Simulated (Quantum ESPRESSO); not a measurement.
The system is PtS2.

```
Pt S
1.0
     3.54320    0.00000    0.00000
    -1.77160    3.06850    0.00000
     0.00000    0.00000    5.03880
Pt S
1 2
Direct
  0.00000 0.00000 0.00000
  0.33333 0.66667 0.25000
  0.66667 0.33333 0.75000
```

```yaml
Program: Quantum ESPRESSO 7.5
Task: Hubbard U by linear response
Functional: PBE
Potentials_or_basis: PseudoDojo 0.4.1 SR PBE standard
Cutoff: 1143 eV
Density_cutoff: 4572 eV
k_mesh: 4 × 4 × 2
Occupations: fermi-dirac, width 0.05 eV
Spin: no spin polarisation
Hubbard_terms: Pt d U = 2.0 eV
Start_of_the_occupations: default
Hubbard_projectors: ortho-atomic
Mixing_beta: 0.3
Most_SCF_iterations: 120
SCF_threshold: 6e-10 Ry
q_mesh: 2 × 2 × 2
```

The first run showed a gap, so the response started from a second, tighter run with fixed occupations.

Q: What Hubbard parameters does linear response give?

A: U = 4.53 eV on Pt 5d. The values belong to these projectors, potentials and this ground state, and don't carry over to other codes.

Hubbard U from linear response:
```
site  manifold  U (eV)
   1     Pt-5d    4.53
```
On the first site the bare response is -0.273 and the screened one -0.122 eV⁻¹.

Eigenvalues of the final occupation matrices:
```
   site  spin  trace               eigenvalues
Pt 1 5d  each   4.32  0.69 0.69 0.98 0.98 0.98
```

Caveat: the k mesh is coarse (spacing up to 0.62 Å⁻¹), so the values aren't converged; spin-orbit coupling is left out, which moves the levels of the heavy elements.
